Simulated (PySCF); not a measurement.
# C10H10: circular dichroism and optical rotation, excited states, first hyperpolarisability

What do calculations give for the circular dichroism and optical rotation, excited states, first hyperpolarisability of C10H10 (`C#CC1=CC2(C=C1)CCC2`)?

Programs: PySCF 2.14.0, with routines of our own; each step states its level. All values are computed. Atoms count from 0.

## Step 1: The system as given

20 atoms, charge 0, multiplicity 1; geometry from: GFN2-xTB.

## Step 2: Relaxing the molecule at PBE0-D3(BJ)/def2-SVP

What the job is given:

```
{"job": {"xc": "PBE0", "basis": "def2-SVP", "d3": "d3bj", "grid": 2, "kind": "geom"}, "charge": 0, "multiplicity": 1}
C      4.275220     0.484526    -1.008434
C      3.138610     0.256913    -0.693365
C      1.817237    -0.022042    -0.299717
C      0.687661     0.569221    -0.738916
C     -0.491694    -0.023728    -0.049910
C      0.135152    -1.041913     0.847287
C      1.461563    -1.035281     0.693536
C     -1.665891    -0.545134    -0.920968
C     -2.664254     0.207638    -0.034034
C     -1.496309     0.940413     0.635519
H      5.264214     0.690553    -1.290567
H      0.611077     1.355497    -1.467401
H     -0.444352    -1.666612     1.502355
H      2.185208    -1.652465     1.195467
H     -1.619586    -0.162312    -1.937990
H     -1.765359    -1.627829    -0.951010
H     -3.203492    -0.445382     0.648893
H     -3.380668     0.837914    -0.556745
H     -1.473292     0.925786     1.722636
H     -1.376194     1.964915     0.290632
```

Run with:

```console
$ OMP_NUM_THREADS=1 python excited_run.py task.json out
```

This one command runs all jobs of the session in turn.

The program printed:

```text
step   0  E = -386.22535875  max force = 0.019926
step   1  E = -386.22857902  max force = 0.003417
step   2  E = -386.22866865  max force = 0.000763
step   3  E = -386.22883376  max force = 0.004845
step   4  E = -386.22902007  max force = 0.008737
step   5  E = -386.22922584  max force = 0.006323
step   6  E = -386.22935794  max force = 0.000738
step   7  E = -386.22937874  max force = 0.000538
step   8  E = -386.22937999  max force = 0.000334
optimisation converged
```

Wall time 2.6 min (1 thread of Arm Neoverse V2, shared host); peak memory 0.86 GiB.

The steps of the relaxation:

| step | energy from step 0 (eV) | largest force component (eV/Å) |
| --- | --- | --- |
| 0 | 0.0000 | 1.0246 |
| 1 | -0.0876 | 0.1757 |
| 2 | -0.0901 | 0.0392 |
| 3 | -0.0946 | 0.2491 |
| 4 | -0.0996 | 0.4493 |
| 5 | -0.1052 | 0.3251 |
| 6 | -0.1088 | 0.0379 |
| 7 | -0.1094 | 0.0277 |
| 8 | -0.1094 | 0.0172 |

Close pairs (by a distance rule), those that changed most:

| bond | before (Å) | after (Å) | change (Å) |
| --- | --- | --- | --- |
| C0–H10 | 1.049 | 1.074 | +0.025 |
| C5–H12 | 1.075 | 1.091 | +0.017 |
| C3–H11 | 1.075 | 1.091 | +0.016 |
| C6–H13 | 1.075 | 1.091 | +0.015 |
| C1–C2 | 1.407 | 1.421 | +0.015 |
| C2–C6 | 1.463 | 1.477 | +0.015 |
| C0–C1 | 1.201 | 1.214 | +0.013 |
| C8–H16 | 1.088 | 1.100 | +0.013 |

The next job starts from the end point, and lists it.

```csv
at the end point,value
point group (found at 0.08 Å tolerance),Cs
"rotational constants (GHz, main isotopes)","4.129, 0.771, 0.722"
dipole moment (D),1.40
```

## Step 3: Circular dichroism and optical rotation: TDDFT CAM-B3LYP/aug-cc-pVDZ

What the job is given:

```
{"job": {"kind": "ecd", "xc": "CAM-B3LYP", "basis": "aug-cc-pVDZ", "nstates": 12}, "charge": 0, "multiplicity": 1}
C      4.343520     0.506503    -0.813369
C      3.183154     0.314279    -0.512501
C      1.834110     0.066126    -0.139878
C      0.724029     0.688100    -0.614844
C     -0.489393     0.125703     0.040471
C      0.075092    -0.912537     0.965358
C      1.415079    -0.941281     0.856150
C     -1.680241    -0.385632    -0.831817
C     -2.657905     0.175010     0.212587
C     -1.523812     1.079807     0.718888
H      5.367937     0.682030    -1.085198
H      0.703612     1.480744    -1.363861
H     -0.536697    -1.536367     1.619342
H      2.109160    -1.586085     1.396302
H     -1.728776     0.178352    -1.775139
H     -1.698549    -1.460891    -1.060439
H     -2.942666    -0.582952     0.957853
H     -3.574918     0.659608    -0.152995
H     -1.410052     1.241541     1.800409
H     -1.528163     2.056577     0.212762
```

Level: TDDFT CAM-B3LYP/aug-cc-pVDZ circular dichroism and optical rotation, one conformer, gas phase.

The program printed:

```text
coarse grid: 17064 points
cycle   1  E = -386.6823671125  dE =  1.952e+00  |g| = 3.460e-01  |ddm| = 4.919e+01
cycle   2  E = -386.7090691194  dE = -2.670e-02  |g| = 2.129e-01  |ddm| = 4.875e+00
cycle   3  E = -386.7204693587  dE = -1.140e-02  |g| = 5.298e-02  |ddm| = 1.960e+00
cycle   4  E = -386.7208814873  dE = -4.121e-04  |g| = 3.749e-02  |ddm| = 5.288e-01
cycle   5  E = -386.7212403072  dE = -3.588e-04  |g| = 7.065e-03  |ddm| = 2.157e-01
cycle   6  E = -386.7212517217  dE = -1.141e-05  |g| = 2.569e-03  |ddm| = 5.008e-02
cycle   7  E = -386.7212534951  dE = -1.773e-06  |g| = 8.543e-04  |ddm| = 2.339e-02
final grid: 165800 points
cycle   8  E = -386.7560105179  dE = -2.952e-05  |g| = 3.649e-03  |ddm| = 6.119e-01
cycle   9  E = -386.7560112527  dE = -7.348e-07  |g| = 3.439e-03  |ddm| = 8.469e-02
cycle  10  E = -386.7560141681  dE = -2.915e-06  |g| = 5.826e-04  |ddm| = 2.397e-02
cycle  11  E = -386.7560142351  dE = -6.708e-08  |g| = 2.914e-04  |ddm| = 4.505e-03
cycle  12  E = -386.7560142562  dE = -2.102e-08  |g| = 7.615e-05  |ddm| = 2.250e-03
cycle  13  E = -386.7560142577  dE = -1.511e-09  |g| = 1.213e-05  |ddm| = 8.388e-04
cycle  14  E = -386.7560142577  dE = -4.241e-11  |g| = 5.743e-06  |ddm| = 1.265e-04
converged SCF energy = -386.7560142577

Singlet excitations and rotatory strengths (1e-40 esu^2 cm^2)
state   eV       nm     f(len)   f(vel)    R(len)    R(vel)   main configurations
  1   4.4089   281.2  0.05323  0.05195     0.069     0.070   H->L 0.95
  2   5.3537   231.6  0.00042  0.00038     0.073     0.073   H-2->L 0.81
  3   5.6464   219.6  0.00381  0.00351     0.106     0.106   H->L+1 0.58, H->L+2 0.22, H->L+4 0.09
  4   5.7013   217.5  0.27972  0.27372    -0.241    -0.238   H-1->L 0.88
  5   5.9222   209.4  0.00000  0.00000    -0.020    -0.019   H->L+11 0.38, H->L+12 0.14, H->L+3 0.09
  6   6.0478   205.0  0.00631  0.00641    -0.021    -0.021   H->L+3 0.71
  7   6.1230   202.5  0.12327  0.11952    -0.093    -0.089   H->L+10 0.61
  8   6.1723   200.9  0.00779  0.00735     0.072     0.068   H->L+2 0.54, H->L+1 0.23
  9   6.4866   191.1  0.00684  0.00638    -0.080    -0.077   H->L+5 0.78, H->L+10 0.11
 10   6.5322   189.8  0.00368  0.00361     0.138     0.134   H->L+4 0.67, H->L+1 0.08
 11   6.6859   185.4  0.00178  0.00162    -0.044    -0.042   H->L+7 0.59, H->L+6 0.14
 12   6.7391   184.0  0.00440  0.00428    -0.007    -0.007   H-3->L 0.74, H->L+6 0.09

Specific rotation (deg / (dm g/mL))
    nm     length   length(OI)   velocity    alpha(len)  alpha(vel)
  633.0       0.18       0.18       0.23      123.279    121.059
  589.3       0.24       0.24       0.30      124.072    121.836
  546.0       0.33       0.33       0.40      125.087    122.830
  436.0       0.96       0.96       1.09      129.611    127.259
  405.0       1.47       1.47       1.64      131.888    129.488
  365.0       2.98       2.98       3.24      136.326    133.830
  355.0       3.70       3.70       4.00      137.882    135.352
```

Wall time 3.5 min (1 thread of Arm Neoverse V2, shared host); peak memory 1.5 GiB.

## Step 4: Excited states: TDA wB97X-D/aug-cc-pVDZ

The job, as its differences from that of step 3:

```diff
@@ -1,2 +1,2 @@
-{"job": {"kind": "ecd", "xc": "CAM-B3LYP", "basis": "aug-cc-pVDZ", "nstates": 12}, "charge": 0, "multiplicity": 1}
+{"job": {"kind": "states", "xc": "wB97X-D", "basis": "aug-cc-pVDZ", "tda": true, "soc": true, "nstates": 6, "ntriplets": 5, "nquad": 4}, "charge": 0, "multiplicity": 1}
 C      4.343520     0.506503    -0.813369
```

Level: TDA wB97X-D/aug-cc-pVDZ excited states, vertical, gas phase, spin-orbit mean-field couplings.

The program printed:

```text
coarse grid: 17064 points
cycle   1  E = -386.7945862391  dE =  2.065e+00  |g| = 3.204e-01  |ddm| = 3.860e+01
cycle   2  E = -386.8226557049  dE = -2.807e-02  |g| = 1.581e-01  |ddm| = 4.439e+00
cycle   3  E = -386.8287637827  dE = -6.108e-03  |g| = 4.553e-02  |ddm| = 1.443e+00
cycle   4  E = -386.8291416642  dE = -3.779e-04  |g| = 3.046e-02  |ddm| = 5.070e-01
cycle   5  E = -386.8293778267  dE = -2.362e-04  |g| = 5.303e-03  |ddm| = 1.756e-01
cycle   6  E = -386.8293854373  dE = -7.611e-06  |g| = 1.900e-03  |ddm| = 4.332e-02
final grid: 165800 points
cycle   7  E = -386.8504743922  dE = -2.240e-04  |g| = 6.177e-03  |ddm| = 1.594e+00
cycle   8  E = -386.8504775450  dE = -3.153e-06  |g| = 5.912e-03  |ddm| = 1.719e-01
cycle   9  E = -386.8504863523  dE = -8.807e-06  |g| = 1.076e-03  |ddm| = 3.645e-02
cycle  10  E = -386.8504865695  dE = -2.172e-07  |g| = 6.623e-04  |ddm| = 2.002e-02
cycle  11  E = -386.8504866757  dE = -1.062e-07  |g| = 1.567e-04  |ddm| = 4.470e-03
cycle  12  E = -386.8504866821  dE = -6.414e-09  |g| = 5.011e-05  |ddm| = 9.972e-04
cycle  13  E = -386.8504866829  dE = -8.019e-10  |g| = 1.423e-05  |ddm| = 5.074e-04
converged SCF energy = -386.8504866829

Singlet excitations
state   eV       nm        f     d(h-e)  d(exc)  Lambda  PR(NTO)  |dmu|/D   mu/D   main configurations
  1   4.7381   261.7   0.07690   0.341   3.101   0.782   1.098    1.260    0.907   H->L 0.92
  2   5.4031   229.5   0.00049   1.280   3.073   0.372   1.041    4.258    2.773   H-2->L 0.82
  3   5.7805   214.5   0.24441   0.510   3.343   0.627   1.312    1.105    1.458   H-1->L 0.83
  4   5.8541   211.8   0.00460   0.103   4.465   0.159   1.085    0.917    2.335   H->L+1 0.44, H->L+2 0.21, H->L+4 0.13
  5   6.0269   205.7   0.00036   1.083   3.189   0.259   1.063                     H->L+12 0.34, H->L+11 0.22
  6   6.2465   198.5   0.15515   0.562   3.110   0.554   1.718                     H->L+10 0.59

Triplet excitations (Tamm-Dancoff)
state   eV     d(h-e)  d(exc)  Lambda  PR(NTO)   main configurations
  1   2.7428   0.171   2.691   0.767   1.090   H->L 0.88
  2   4.2152   0.179   2.576   0.600   1.950   H-1->L 0.52, H->L+10 0.26
  3   5.1213   0.998   2.912   0.362   1.187   H-2->L 0.72, H-2->L+10 0.09
  4   5.5153   0.068   2.221   0.509   2.858   H-2->L+12 0.20, H-1->L+10 0.16, H-6->L 0.09
  5   5.7130   0.516   3.324   0.592   2.142   H->L+10 0.39, H-1->L 0.38
S1 - T1 = 1.9953 eV

Spin-orbit couplings |<S|Hso|T>| (cm-1)
             T1       T2       T3       T4       T5
S0        0.367    0.187    5.743    0.040    0.139
S1        0.003    0.074    6.862    0.075    0.438
S2        4.706    5.267    0.007    1.418    3.485
S3        0.283    0.034    9.339    0.032    0.020
S4        1.507    1.070    0.019    0.595    0.653
S5        3.242    3.981    0.021    3.081    1.564
S6        0.209    0.045   10.284    0.057    0.029
T1 sublevels (cm-1): 0.000 0.001 0.001   radiative rates (1/s): 0.0023 0.000389 0.00265
```

It took 100 s on 1 thread of Arm Neoverse V2, shared host; peak memory 1.3 GiB.

In short:

```csv
quantity,value
S1 less T1,2.00 eV
```

## Step 5: Excited states: TDDFT CAM-B3LYP/aug-cc-pVDZ

The job, as its differences from that of step 4:

```diff
@@ -1,2 +1,2 @@
-{"job": {"kind": "states", "xc": "wB97X-D", "basis": "aug-cc-pVDZ", "tda": true, "soc": true, "nstates": 6, "ntriplets": 5, "nquad": 4}, "charge": 0, "multiplicity": 1}
+{"job": {"kind": "states", "xc": "CAM-B3LYP", "basis": "aug-cc-pVDZ", "tpa": true, "nstates": 8, "nquad": 6, "ntriplets": 0}, "charge": 0, "multiplicity": 1}
 C      4.343520     0.506503    -0.813369
```

With the program's defaults for keys left out, this is: TDDFT CAM-B3LYP/aug-cc-pVDZ excited states, vertical, gas phase, two-photon moments by quadratic response.

The program printed:

```text
coarse grid: 17064 points
cycle   1  E = -386.6823671125  dE =  1.952e+00  |g| = 3.460e-01  |ddm| = 4.919e+01
cycle   2  E = -386.7090691194  dE = -2.670e-02  |g| = 2.129e-01  |ddm| = 4.875e+00
cycle   3  E = -386.7204693587  dE = -1.140e-02  |g| = 5.298e-02  |ddm| = 1.960e+00
cycle   4  E = -386.7208814873  dE = -4.121e-04  |g| = 3.749e-02  |ddm| = 5.288e-01
cycle   5  E = -386.7212403072  dE = -3.588e-04  |g| = 7.065e-03  |ddm| = 2.157e-01
cycle   6  E = -386.7212517217  dE = -1.141e-05  |g| = 2.569e-03  |ddm| = 5.008e-02
cycle   7  E = -386.7212534951  dE = -1.773e-06  |g| = 8.543e-04  |ddm| = 2.339e-02
final grid: 165800 points
cycle   8  E = -386.7560105179  dE = -2.952e-05  |g| = 3.649e-03  |ddm| = 6.119e-01
cycle   9  E = -386.7560112527  dE = -7.348e-07  |g| = 3.439e-03  |ddm| = 8.469e-02
cycle  10  E = -386.7560141681  dE = -2.915e-06  |g| = 5.826e-04  |ddm| = 2.397e-02
cycle  11  E = -386.7560142351  dE = -6.708e-08  |g| = 2.914e-04  |ddm| = 4.505e-03
cycle  12  E = -386.7560142562  dE = -2.102e-08  |g| = 7.615e-05  |ddm| = 2.250e-03
cycle  13  E = -386.7560142577  dE = -1.511e-09  |g| = 1.213e-05  |ddm| = 8.388e-04
cycle  14  E = -386.7560142577  dE = -4.241e-11  |g| = 5.743e-06  |ddm| = 1.265e-04
converged SCF energy = -386.7560142577

Singlet excitations
state   eV       nm        f     d(h-e)  d(exc)  Lambda  PR(NTO)  |dmu|/D   mu/D   delta(TPA)   sigma/GM   main configurations
  1   4.4091   281.2   0.05324   0.341   3.118   0.770   1.133    1.246    0.769        9.36      0.067   H->L 0.95
  2   5.3537   231.6   0.00042   1.283   3.107   0.363   1.038    4.197    2.759        0.02      0.000   H-2->L 0.81
  3   5.6464   219.6   0.00381   0.275   4.598   0.172   1.053    0.840    1.216      124.99      1.460   H->L+1 0.58, H->L+2 0.22, H->L+4 0.09
  4   5.7015   217.5   0.27972   0.558   3.311   0.621   1.282    1.292    1.330       88.22      1.051   H-1->L 0.88
  5   5.9222   209.4   0.00000   1.018   3.395   0.254   1.097    4.303    5.641        3.77      0.048   H->L+11 0.38, H->L+12 0.14, H->L+3 0.09
  6   6.0478   205.0   0.00632   1.207   4.863   0.174   1.164    4.788    3.702       33.89      0.454   H->L+3 0.71
  7   6.1231   202.5   0.12328   0.587   3.326   0.515   1.548                                            H->L+10 0.61
  8   6.1723   200.9   0.00779   1.357   5.595   0.171   1.048                                            H->L+2 0.54, H->L+1 0.23
```

It took 2.1 min on 1 thread of Arm Neoverse V2, shared host; peak memory 1.5 GiB.

## Step 6: First hyperpolarisability: quadratic response CAM-B3LYP/aug-cc-pVDZ

The job, as its differences from that of step 5:

```diff
@@ -1,2 +1,2 @@
-{"job": {"kind": "states", "xc": "CAM-B3LYP", "basis": "aug-cc-pVDZ", "tpa": true, "nstates": 8, "nquad": 6, "ntriplets": 0}, "charge": 0, "multiplicity": 1}
+{"job": {"kind": "beta", "xc": "CAM-B3LYP", "basis": "aug-cc-pVDZ"}, "charge": 0, "multiplicity": 1}
 C      4.343520     0.506503    -0.813369
```

With the program's defaults for keys left out, this is: quadratic response CAM-B3LYP/aug-cc-pVDZ first hyperpolarisability, Taylor convention, gas phase.

The program printed:

```text
coarse grid: 17064 points
cycle   1  E = -386.6823671125  dE =  1.952e+00  |g| = 3.460e-01  |ddm| = 4.919e+01
cycle   2  E = -386.7090691194  dE = -2.670e-02  |g| = 2.129e-01  |ddm| = 4.875e+00
cycle   3  E = -386.7204693587  dE = -1.140e-02  |g| = 5.298e-02  |ddm| = 1.960e+00
cycle   4  E = -386.7208814873  dE = -4.121e-04  |g| = 3.749e-02  |ddm| = 5.288e-01
cycle   5  E = -386.7212403072  dE = -3.588e-04  |g| = 7.065e-03  |ddm| = 2.157e-01
cycle   6  E = -386.7212517217  dE = -1.141e-05  |g| = 2.569e-03  |ddm| = 5.008e-02
cycle   7  E = -386.7212534951  dE = -1.773e-06  |g| = 8.543e-04  |ddm| = 2.339e-02
final grid: 165800 points
cycle   8  E = -386.7560105179  dE = -2.952e-05  |g| = 3.649e-03  |ddm| = 6.119e-01
cycle   9  E = -386.7560112527  dE = -7.348e-07  |g| = 3.439e-03  |ddm| = 8.469e-02
cycle  10  E = -386.7560141681  dE = -2.915e-06  |g| = 5.826e-04  |ddm| = 2.397e-02
cycle  11  E = -386.7560142351  dE = -6.708e-08  |g| = 2.914e-04  |ddm| = 4.505e-03
cycle  12  E = -386.7560142562  dE = -2.102e-08  |g| = 7.615e-05  |ddm| = 2.250e-03
cycle  13  E = -386.7560142577  dE = -1.511e-09  |g| = 1.213e-05  |ddm| = 8.388e-04
cycle  14  E = -386.7560142577  dE = -4.241e-11  |g| = 5.743e-06  |ddm| = 1.265e-04
converged SCF energy = -386.7560142577

Lowest singlets (eV, f): 4.4091 0.0532  5.3537 0.0004  5.6464 0.0038

First hyperpolarisability (au)
process     nm      |vector|   parallel      HRS      DR
static         -      238.51     141.25      97.75   5.179
shg       1907.0      250.37     148.07      102.7   5.148
eope      1907.0      242.40     143.49          -       -
shg       1064.0      278.34      163.8     114.65    5.04
eope      1064.0      251.23     148.56          -       -
```

It took 1.9 min on 1 thread of Arm Neoverse V2, shared host; peak memory 1.4 GiB.

## Step 7: Summary of results

```
                                                                                         quantity                                                        value
                                                                                      point group                                                           Cs
                                                             rotational constants (main isotopes)                                         4.13, 0.77, 0.72 GHz
state of largest rotatory strength (velocity form) among 12 (step 3, TDDFT CAM-B3LYP/aug-cc-pVDZ)  5.70 eV, R = -0.2 (velocity), -0.2 (length) ·10⁻⁴⁰ esu² cm²
                              specific rotation at 633.0 nm (step 3, TDDFT CAM-B3LYP/aug-cc-pVDZ)                                 0.2 (velocity), 0.2 (length)
                                                     S1 less T1 (step 4, TDA wB97X-D/aug-cc-pVDZ)                                                      2.00 eV
                                      β vector (step 6, quadratic response CAM-B3LYP/aug-cc-pVDZ)          static 239, SHG 1907.0 nm 250, SHG 1064.0 nm 278 au
```

Over 8 steps the energy fell by 0.109 eV; of the close pairs, C0–H10 changed most, 1.049 to 1.074 Å. The geometry is achiral, so these rotations and rotatory strengths are numerical residue. In step 4, the number of triplets below S1 is 2, and the largest singlet-triplet spin-orbit coupling is S6–T3, 10.28 cm⁻¹. β grows from 239 au (static) to 278 au for doubling at 1064.0 nm: normal dispersion, which grows as twice the photon energy moves toward the bright states.
